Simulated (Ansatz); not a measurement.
# C2H7ClSn: small, medium and large basis sets

One table from this session's results is given with a row withheld; the runs are named, their logs left out.

Program: Ansatz 0.2.0, Gaussian basis. Level of theory: one geometry, several basis sets. These are calculated values, not measurements.

Plan: PBE0-D4/def2-SVP; ωB97M-V/def2-SVP; PBE0-D4/def2-QZVPP; ωB97M-V/def2-QZVPP; the functionals' def2-TZVPP values are taken from earlier runs.

## Structure used throughout

An earlier PBE0-D4 in a triple-zeta def2 set relaxation fixed the geometry. Sn takes the def2 core potential; no spin-orbit term is included.

11 atoms, charge 0, spin multiplicity 1.

Atoms are counted from 1 here; the program's logs count them from 0.

Bond lengths: C1–Sn2 2.130 Å, C1–H5 1.090 Å, C1–H6 1.091 Å, C1–H7 1.090 Å, Sn2–C3 2.130 Å, Sn2–Cl4 2.351 Å, Sn2–H8 1.710 Å, C3–H9 1.090 Å, C3–H10 1.091 Å, C3–H11 1.090 Å. Angles: Sn2–C1–H5 109.3°, Sn2–C1–H6 110.2°, Sn2–C1–H7 109.5°, H5–C1–H6 109.3°, H5–C1–H7 109.2°, H6–C1–H7 109.3°, C1–Sn2–C3 114.2°, C1–Sn2–Cl4 105.2°, C1–Sn2–H8 113.0°, C3–Sn2–Cl4 105.2°, C3–Sn2–H8 113.0°, Cl4–Sn2–H8 105.1°, Sn2–C3–H9 109.3°, Sn2–C3–H10 110.2°, Sn2–C3–H11 109.5°, H9–C3–H10 109.3°, H9–C3–H11 109.2°, H10–C3–H11 109.3°.

Set-up of the first run:

The input, in.yaml:

```yaml
crystal:
  periodic: [false, false, false]
  atoms:
    - {symbol: C, position_ang: [-1.053483, 1.467598, -0.300183]}
    - {symbol: Sn, position_ang: [-0.483395, -0.559056, 0.023121]}
    - {symbol: C, position_ang: [1.569896, -0.818298, 0.526769]}
    - {symbol: Cl, position_ang: [-0.745897, -1.614161, -2.061186]}
    - {symbol: H, position_ang: [-0.400783, 1.910404, -1.052212]}
    - {symbol: H, position_ang: [-0.971609, 2.035456, 0.627660]}
    - {symbol: H, position_ang: [-2.083313, 1.503852, -0.654027]}
    - {symbol: H, position_ang: [-1.540227, -1.389961, 1.079501]}
    - {symbol: H, position_ang: [2.190613, -0.342158, -0.231938]}
    - {symbol: H, position_ang: [1.779917, -0.368976, 1.498397]}
    - {symbol: H, position_ang: [1.803581, -1.881800, 0.564598]}
basis:
  gaussian: {orbitals: def2-SVP}
hamiltonian: {xc: pbe0, dispersion: d4}
output: {orbitals: {seedname: orbitals}}
```

Steps of the session up to this table: PBE0-D4 in def2-SVP; ωB97M-V in def2-SVP; PBE0-D4 in def2-QZVPP; ωB97M-V in def2-QZVPP.

One of the session's tables, all rows but one given; the rest of the session is left out.

It belongs to the step «Functionals by basis». 

| functional | basis | HOMO (eV) | LUMO (eV) |
| --- | --- | --- | --- |
| PBE0-D4 | def2-SVP | -7.89 | 0.22 |
| PBE0-D4 | def2-TZVPP | -8.05 | -0.07 |
| PBE0-D4 | def2-QZVPP | -8.07 | -0.20 |
| ωB97M-V | def2-SVP | ? | ? |
| ωB97M-V | def2-TZVPP | -10.24 | 1.54 |
| ωB97M-V | def2-QZVPP | -10.26 | 1.08 |

Estimate the missing values for ωB97M-V, def2-SVP.

**Answer.** HOMO (eV): -10.06; LUMO (eV): 2.06. In the column «HOMO (eV)» it lies between ωB97M-V, def2-TZVPP (-10.24) and PBE0-D4, def2-QZVPP (-8.07).
